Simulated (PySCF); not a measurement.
# C3H9Fe (FeMe3): the cost of one run

Computed with PySCF 2.14.0 and routines of our own; the level stands in each step. Atoms count from 0.

## Step 1: The starting structure

13 atoms, charge 0, states of the metal's open shell are computed; geometry from: GFN2-xTB, shaken.

## Step 2: Geometry optimisation at B3LYP-D3(BJ)/def2-SVP

The job: settings as JSON, then the geometry in Å.

```
{"job": {"xc": "B3LYP", "basis": "def2-SVP", "d3": "d3bj", "grid": 1, "maxiter": 40, "kind": "geom"}, "charge": 0, "metal": "Fe", "open_shell": "d5"}
Fe    -0.151180    -0.252590     0.016550
C      1.627380     0.425170    -0.014360
H      1.966610    -0.207840    -0.837400
H      1.931250    -0.014650     0.971530
H      2.172410     1.356010    -0.099900
C     -0.427850     1.617650    -0.090800
H     -1.076220     1.681490     0.811270
H     -1.114710     1.543650    -0.957970
H      0.118290     2.560290    -0.210330
C     -1.131480    -1.935670     0.075940
H     -2.211560    -1.771630     0.240370
H     -0.760440    -2.572290     0.856670
H     -1.025580    -2.458470    -0.885020
```

On the command line:

```bash
OMP_NUM_THREADS=1 python lf_run.py task.json out
```

The driver reads the jobs from task.json and runs them one after another.

Q: Estimate the wall time and peak memory of this first job on 1 thread of Arm Neoverse V2, shared host.

About 9.9 min, with a peak of 0.63 GiB.
